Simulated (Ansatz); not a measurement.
# BClGeH6Si: small, medium and large basis sets

Aim: see how fast density functionals converge with the basis set for BClGeH6Si.

Method: one geometry, several basis sets; program: Ansatz 0.2.0, Gaussian basis.

Levels to be run: PBE0-D4/def2-SVP; ωB97M-V/def2-SVP; PBE0-D4/def2-QZVPP; ωB97M-V/def2-QZVPP; the functionals' def2-TZVPP values are taken from earlier runs.

## (1) Structure used throughout

An earlier PBE0-D4 in a triple-zeta def2 set relaxation fixed the geometry.

SMILES `[SiH3][BH][GeH2][Cl]`, 10 atoms, charge 0, spin multiplicity 1.

Atoms are counted from 1 here; the program's logs count them from 0.

Bond lengths: Si1–B2 2.007 Å, Si1–H5 1.488 Å, Si1–H6 1.488 Å, Si1–H7 1.494 Å, B2–Ge3 2.051 Å, B2–H8 1.194 Å, Ge3–Cl4 2.169 Å, Ge3–H9 1.539 Å, Ge3–H10 1.541 Å. Angles: B2–Si1–H5 112.2°, B2–Si1–H6 113.8°, B2–Si1–H7 105.1°, H5–Si1–H6 109.0°, H5–Si1–H7 108.5°, H6–Si1–H7 108.1°, Si1–B2–Ge3 121.4°, Si1–B2–H8 119.6°, Ge3–B2–H8 118.9°, B2–Ge3–Cl4 112.2°, B2–Ge3–H9 112.9°, B2–Ge3–H10 111.2°, Cl4–Ge3–H9 105.7°, Cl4–Ge3–H10 105.9°, H9–Ge3–H10 108.5°.

## (2) PBE0-D4 in def2-SVP

in.yaml reads:

```yaml
crystal:
  periodic: [false, false, false]
  atoms:
    - {symbol: Si, position_ang: [-0.796340, 1.640380, 0.197487]}
    - {symbol: B, position_ang: [-0.162207, 0.002242, -0.773838]}
    - {symbol: Ge, position_ang: [0.875930, -1.478943, 0.193280]}
    - {symbol: Cl, position_ang: [1.199929, -3.212019, -1.069773]}
    - {symbol: H, position_ang: [-0.644252, 2.873202, -0.621868]}
    - {symbol: H, position_ang: [-0.136981, 1.850296, 1.514436]}
    - {symbol: H, position_ang: [-2.252316, 1.409332, 0.438792]}
    - {symbol: H, position_ang: [-0.422920, -0.135937, -1.930747]}
    - {symbol: H, position_ang: [0.145040, -2.004176, 1.442139]}
    - {symbol: H, position_ang: [2.277314, -0.995478, 0.612990]}
basis:
  gaussian: {orbitals: def2-SVP}
hamiltonian: {xc: pbe0, dispersion: d4}
output: {orbitals: {seedname: orbitals}}
```

On the command line:

```bash
ansatz run in.yaml --threads 4 --pin off --events-out ev --progress --plain --max-ram 10444MiB
```

The runs that follow: ωB97M-V in def2-SVP; PBE0-D4 in def2-QZVPP; ωB97M-V in def2-QZVPP.

Q: Predict the results of all the runs planned. Wanted: PBE0-D4: double and triple zeta above quadruple; ωB97M-V: double and triple zeta above quadruple.

As calculated:

```
                                       quantity           value
PBE0-D4: double and triple zeta above quadruple  16.90, 1.90 eV
ωB97M-V: double and triple zeta above quadruple  16.88, 1.84 eV
```

For PBE0-D4 the step from double to triple zeta gains 15.00 eV and the next only 1.90 eV. Total energies overstate the basis error of differences, where much of it tends to cancel.
